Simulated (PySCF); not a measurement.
# doublet [SiH2Br2]+ at 6 levels

Aim: a comparison of 6 runs (U-revPBE/def2-SVP, UBHLYP/def2-SVP, UM06-2X/def2-SVP, UM06-L/def2-SVP, USVWN5/def2-SVP, UTPSS/def2-SVP) of doublet [SiH2Br2]+. Input form: a Python script.

The results are computed with PySCF 2.14.0.

2 further runs of the same task are left out: 2 set aside as unsound or not needed.

## 1. The structure to begin with

The species is [SiH2Br2]+ (5 atoms), meant as a doublet with charge +1. SMILES of the parent species: `Br[SiH2]Br`. The coordinates come from a PBE0-D4/def2-TZVP relaxation. That shape belongs to the parent species and isn't relaxed for this state.

Bond lengths: Br1–Si2 2.207 Å, Si2–Br3 2.207 Å, Si2–H4 1.476 Å, Si2–H5 1.476 Å. Angles: Br1–Si2–Br3 110.8°, Br1–Si2–H4 108.4°, Br1–Si2–H5 108.4°, Br3–Si2–H4 108.4°, Br3–Si2–H5 108.4°, H4–Si2–H5 112.5°.

## 2. The energy at U-revPBE/def2-SVP (run 1)

start.xyz

```xyz
5

Br    -1.672690    -1.239290     0.362310
Si     0.158230    -0.046290     0.054680
Br    -0.295570     1.814160    -1.042010
H      1.103430    -0.843230    -0.751710
H      0.706590     0.314640     1.376730
```

run.py

```python
from pyscf import gto, dft

mol = gto.M(
    atom='start.xyz',
    spin=1,
    charge=1,
    basis='def2-svp',
    verbose=3,
    max_memory=1860,
)

mf = dft.UKS(mol, xc='revpbe')
mf.grids.level = 5
mf.conv_tol = 1e-10
mf.kernel()
if not mf.converged:
    mf = mf.newton().run(mf.mo_coeff, mf.mo_occ)

etot = mf.e_tot
print(f'total energy: {etot:.8f} hartree')
```

Launch:

```bash
$ OMP_NUM_THREADS=1 python run.py
```

Output:

```text
WARN: HOMO -0.299222951581241 >= LUMO -0.299222951581243

SCF not converged.
SCF energy = -5437.4974415018 after 50 cycles  <S^2> = 0.75162852  2S+1 = 2.0016279
converged SCF energy = -5437.49744150536  <S^2> = 0.75162852  2S+1 = 2.0016279
total energy: -5437.49744151 hartree
```

Run time: 55 s. Hardware: 1 thread of Arm Neoverse V1, shared host; peak memory 0.62 GiB.

## 3. The energy at UBHLYP/def2-SVP (run 2)

run.py

```python
from pyscf import gto, dft

mol = gto.M(
    atom='''
Br      -1.672690      -1.239290       0.362310
Si       0.158230      -0.046290       0.054680
Br      -0.295570       1.814160      -1.042010
H        1.103430      -0.843230      -0.751710
H        0.706590       0.314640       1.376730
''',
    basis='def2-svp',
    max_memory=1860,
    spin=1,
    verbose=3,
    charge=1,
)

ks = dft.UKS(mol, xc='bhandhlyp')
ks.grids.level = 5
ks.conv_tol = 1e-10
ks.kernel()
if not ks.converged:
    ks = ks.newton().run(ks.mo_coeff, ks.mo_occ)

e_final = ks.e_tot
print('E(%s) = %.9f' % ('BHLYP', e_final))
```

Launch:

```bash
$ OMP_NUM_THREADS=1 python run.py
```

Output:

```text
WARN: HOMO -0.339057820514467 >= LUMO -0.339057820514466

converged SCF energy = -5437.95369262318  <S^2> = 0.75740821  2S+1 = 2.0073945
E(BHLYP) = -5437.953692623
```

Wall time 38 s (1 thread of Arm Neoverse V1, shared host); peak memory 0.5 GiB.

Runs 3 to 5 aren't shown in full; the table further down has their settings and results.

## 4. A single-point energy at UTPSS/def2-SVP (run 6)

input.py

```python
from pyscf import gto, dft

mol = gto.Mole()
mol.atom = [
    ('Br', (-1.672690, -1.239290, 0.362310)),
    ('Si', (0.158230, -0.046290, 0.054680)),
    ('Br', (-0.295570, 1.814160, -1.042010)),
    ('H', (1.103430, -0.843230, -0.751710)),
    ('H', (0.706590, 0.314640, 1.376730)),
]
mol.max_memory = 1860
mol.charge = 1
mol.spin = 1
mol.verbose = 3
mol.basis = 'def2-svp'
mol.build()

ks = dft.UKS(mol, xc='tpss')
ks.grids.level = 5
ks.conv_tol = 1e-10
ks.kernel()
if not ks.converged:
    ks = ks.newton().run(ks.mo_coeff, ks.mo_occ)

energy = ks.e_tot
print(f'total energy: {energy:.8f} hartree')
```

Launch:

```bash
$ OMP_NUM_THREADS=1 python input.py
```

Output:

```text
WARN: HOMO -0.305984014015618 >= LUMO -0.305984014015612

WARN: HOMO -0.510927702807404 >= LUMO -0.510769871026692

converged SCF energy = -5437.84680551077  <S^2> = 0.75233246  2S+1 = 2.0023311
total energy: -5437.84680551 hartree
```

Run time: 69 s. Hardware: 1 thread of Arm Neoverse V1, shared host; peak memory 0.51 GiB.

## 5. Overview of the runs

| run | level | energy (Eh) | HOMO energy (eV) | LUMO energy (eV) | ⟨S²⟩ | wall time |
| --- | --- | --- | --- | --- | --- | --- |
| 1 | U-revPBE/def2-SVP | -5437.497442 | -13.13 | -13.05 | 0.752 | 55 s |
| 2 | UBHLYP/def2-SVP | -5437.953693 | -14.62 | -12.23 | 0.757 | 38 s |
| 3 | UM06-2X/def2-SVP | -5438.033783 | -15.05 | -12.41 | 0.755 | 73 s |
| 4 | UM06-L/def2-SVP | -5437.807175 | -13.43 | -13.12 | 0.753 | 1.9 min |
| 5 | USVWN5/def2-SVP | -5429.727192 | -13.26 | -13.23 | 0.751 | 21 s |
| 6 | UTPSS/def2-SVP | -5437.846806 | -13.33 | -13.20 | 0.752 | 69 s |

## 6. Summary of results

```
                                 quantity           value
                      run 6: total energy  -5437.84681 Eh
run 6: HOMO energy (highest over α and β)       -13.33 eV
 run 6: LUMO energy (lowest over α and β)       -13.20 eV
                              run 6: ⟨S²⟩           0.752
```

In words: Totals of different functionals can't be ranked against each other. All runs together took 6.1 min, the longest 1.9 min.
